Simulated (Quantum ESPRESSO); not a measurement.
The system is BeAl3.

```
Al Be
1.0
    -1.94219    1.94219    3.85189
     1.94219   -1.94219    3.85189
     1.94219    1.94219   -3.85189
Al Be
3 1
Cartesian
  0.0000 0.0000 3.8519
  1.9422 0.0000 1.9259
  0.0000 1.9422 1.9259
  0.0000 0.0000 0.0000
```

The cell comes from a database or a generator and needn't be the stable form of this composition.

| Property | Result |
| --- | --- |
| Program | Quantum ESPRESSO 7.5 |
| Task | single point |
| Functional | PBE |
| Potentials or basis | SSSP 1.3 efficiency PBE |
| Cutoff | 748 eV |
| Density cutoff | 5987 eV |
| k mesh | 10 × 10 × 10 |
| Occupations | fermi-dirac, width 0.05 eV |
| Spin | no spin polarisation |

On this cell: pressure 0.7 GPa; largest force under 0.003 eV/Å; band gap on the k mesh none (metal or under the smearing width).

The same run follows on a disturbed copy (atoms moved at random, drawn with an rms of 0.05 Å):

```xyz
4
Lattice="-1.9422 1.9422 3.8519 1.9422 -1.9422 3.8519 1.9422 1.9422 -3.8519" Properties=species:S:1:pos:R:3 pbc="T T T"
Al   -0.0177   -0.0446    3.8649
Al    1.9305   -0.0283    1.9653
Al    0.0251    1.9182    1.9788
Be   -0.0128    0.0032    0.0326
```

**Question.** What changes?

**Answer.** The energy (extrapolated to zero smearing) moves by +2.8 meV/atom; pressure 0.8 GPa; largest force 0.302 eV/Å; band gap on the k mesh none (metal or under the smearing width).

Forces in eV/Å, atoms in the order of the input:
```
Al   0.087  0.117  0.264
Al   0.128  0.000 -0.110
Al  -0.226 -0.055 -0.168
Be   0.011 -0.063  0.014
```

Stress tensor (GPa, compression positive):
```
 0.34  0.01 -0.24
 0.01  0.62  0.06
-0.24  0.06  1.36
```
